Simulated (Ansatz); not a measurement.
# CH₅FOSi: how energies converge with the basis set

One table from this session's results is given with a row withheld; the runs are named, their logs left out.

Computed with Ansatz 0.2.0, Gaussian basis. Level: one geometry, several basis sets.

Levels to be run: PBE0-D4/def2-SVP; ωB97M-V/def2-SVP; PBE0-D4/def2-QZVPP; ωB97M-V/def2-QZVPP; the functionals' def2-TZVPP values are taken from earlier runs.

**Structure used throughout**

All runs share one geometry, relaxed beforehand with PBE0-D4 in a triple-zeta def2 set.

SMILES `OC[SiH2]F`, 9 atoms, charge 0, spin multiplicity 1.

Atoms are counted from 1 here; the program's logs count them from 0.

Bond lengths: O1–C2 1.422 Å, O1–H5 0.961 Å, C2–Si3 1.876 Å, C2–H6 1.100 Å, C2–H7 1.095 Å, Si3–F4 1.608 Å, Si3–H8 1.486 Å, Si3–H9 1.482 Å. Angles: C2–O1–H5 108.4°, O1–C2–Si3 111.4°, O1–C2–H6 111.7°, O1–C2–H7 106.7°, Si3–C2–H6 111.0°, Si3–C2–H7 109.6°, H6–C2–H7 106.2°, C2–Si3–F4 106.2°, C2–Si3–H8 112.2°, C2–Si3–H9 111.8°, F4–Si3–H8 108.2°, F4–Si3–H9 107.2°, H8–Si3–H9 111.0°.

Coordinates:

```
O    -0.0297    1.3716   -1.0686
C    -0.3942    0.7649    0.1647
Si    0.4358   -0.9041    0.3800
F     0.0525   -1.7660   -0.9226
H    -0.2746    0.7773   -1.7831
H    -1.4857    0.6786    0.2681
H    -0.0653    1.4433    0.9583
H    -0.0630   -1.6276    1.5779
H     1.9128   -0.7843    0.4083
```

The first run:

in.yaml

```yaml
crystal:
  periodic: [false, false, false]
  atoms:
    - {symbol: O, position_ang: [-0.029669, 1.371592, -1.068609]}
    - {symbol: C, position_ang: [-0.394214, 0.764940, 0.164666]}
    - {symbol: Si, position_ang: [0.435768, -0.904114, 0.380050]}
    - {symbol: F, position_ang: [0.052510, -1.765959, -0.922605]}
    - {symbol: H, position_ang: [-0.274593, 0.777323, -1.783130]}
    - {symbol: H, position_ang: [-1.485683, 0.678577, 0.268078]}
    - {symbol: H, position_ang: [-0.065319, 1.443270, 0.958292]}
    - {symbol: H, position_ang: [-0.063025, -1.627581, 1.577863]}
    - {symbol: H, position_ang: [1.912824, -0.784346, 0.408294]}
basis:
  gaussian: {orbitals: def2-SVP}
hamiltonian: {xc: pbe0, dispersion: d4}
output: {orbitals: {seedname: orbitals}}
```

The run is started by

```sh
> ansatz run in.yaml --threads 2 --pin off --events-out ev --progress --plain --max-ram 4352MiB
```

Among the steps run: PBE0-D4 in def2-SVP; ωB97M-V in def2-SVP; PBE0-D4 in def2-QZVPP; ωB97M-V in def2-QZVPP.

One of the session's tables, all rows but one given; the rest of the session is left out.

```
functional       basis  HOMO (eV)  LUMO (eV)
   PBE0-D4    def2-SVP      -7.53       0.52
   PBE0-D4  def2-TZVPP      -7.74      -0.03
   PBE0-D4  def2-QZVPP      -7.78      -0.22
   ωB97M-V    def2-SVP          ?          ?
   ωB97M-V  def2-TZVPP     -10.09       1.67
   ωB97M-V  def2-QZVPP     -10.14       1.25
```

Estimate the missing values for ωB97M-V, def2-SVP.

As computed: HOMO (eV): -9.87; LUMO (eV): 2.45. In the column «HOMO (eV)» it lies between ωB97M-V, def2-TZVPP (-10.09) and PBE0-D4, def2-QZVPP (-7.78).
